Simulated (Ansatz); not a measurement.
**C3H9GaGe: basis-set convergence**

The task here is to estimate one member of a computed series from the others.

Program: Ansatz 0.2.0, Gaussian basis. Level of theory: one geometry, several basis sets. These are calculated values, not measurements.

Levels to be run: PBE0-D4/def2-SVP; ωB97M-V/def2-SVP; PBE0-D4/def2-QZVPP; ωB97M-V/def2-QZVPP; the functionals' def2-TZVPP values are taken from earlier runs.

## Structure used throughout

The geometry comes from an earlier relaxation with PBE0-D4 in a triple-zeta def2 set; it is a stationary point, not always the lowest conformer.

SMILES `[GaH2][CH]1C[CH2][GeH2]1`, 14 atoms, charge 0, spin multiplicity 1.

Atoms are counted from 1 here; the program's logs count them from 0.

Bond lengths: Ga1–C2 1.953 Å, Ga1–H6 1.572 Å, Ga1–H7 1.575 Å, C2–C3 1.554 Å, C2–Ge5 1.995 Å, C2–H8 1.091 Å, C3–C4 1.545 Å, C3–H9 1.095 Å, C3–H10 1.094 Å, C4–Ge5 1.969 Å, C4–H11 1.092 Å, C4–H12 1.089 Å, Ge5–H13 1.541 Å, Ge5–H14 1.546 Å. Angles: C2–Ga1–H6 120.0°, C2–Ga1–H7 119.6°, H6–Ga1–H7 120.3°, Ga1–C2–C3 118.5°, Ga1–C2–Ge5 108.4°, Ga1–C2–H8 110.5°, C3–C2–Ge5 87.4°, C3–C2–H8 115.6°, Ge5–C2–H8 114.4°, C2–C3–C4 102.9°, C2–C3–H9 114.7°, C2–C3–H10 109.6°, C4–C3–H9 113.4°, C4–C3–H10 109.5°, H9–C3–H10 106.7°, C3–C4–Ge5 88.5°, C3–C4–H11 111.9°, C3–C4–H12 116.2° and more.

The first run:

The input, in.yaml:

```yaml
crystal:
  periodic: [false, false, false]
  atoms:
    - {symbol: Ga, position_ang: [-1.573250, 0.163810, 1.536935]}
    - {symbol: C, position_ang: [0.182456, 0.528016, 0.763371]}
    - {symbol: C, position_ang: [1.056095, -0.673770, 0.309030]}
    - {symbol: C, position_ang: [0.617425, -0.884865, -1.157615]}
    - {symbol: Ge, position_ang: [-0.057209, 0.965291, -1.167968]}
    - {symbol: H, position_ang: [-2.355386, 1.305220, 2.282124]}
    - {symbol: H, position_ang: [-2.230987, -1.254215, 1.341315]}
    - {symbol: H, position_ang: [0.701333, 1.296276, 1.338643]}
    - {symbol: H, position_ang: [0.954611, -1.572498, 0.926457]}
    - {symbol: H, position_ang: [2.112989, -0.391193, 0.336889]}
    - {symbol: H, position_ang: [-0.221947, -1.579273, -1.235399]}
    - {symbol: H, position_ang: [1.396155, -1.194786, -1.852301]}
    - {symbol: H, position_ang: [0.894879, 2.050808, -1.707444]}
    - {symbol: H, position_ang: [-1.477173, 1.241159, -1.714058]}
basis:
  gaussian: {orbitals: def2-SVP}
hamiltonian: {xc: pbe0, dispersion: d4}
output: {orbitals: {seedname: orbitals}}
```

On the command line:

```bash
$ ansatz run in.yaml --threads 2 --pin off --events-out ev --progress --plain --max-ram 22528MiB --backend cpu
```

Among the steps run: PBE0-D4 in def2-SVP; ωB97M-V in def2-SVP; PBE0-D4 in def2-QZVPP; ωB97M-V in def2-QZVPP.

One table of the session follows, with a row left open; its other results are not shown here.

It belongs to the step «Density functionals: the series». 

```
functional       basis  HOMO (eV)  LUMO (eV)
   PBE0-D4    def2-SVP      -7.23      -1.29
   PBE0-D4  def2-TZVPP      -7.22      -1.32
   PBE0-D4  def2-QZVPP      -7.22      -1.37
   ωB97M-V    def2-SVP      -9.34       0.41
   ωB97M-V  def2-TZVPP          ?          ?
   ωB97M-V  def2-QZVPP      -9.35       0.15
```

Estimate the missing values for ωB97M-V, def2-TZVPP.

**Answer.** HOMO (eV): -9.35; LUMO (eV): 0.33.
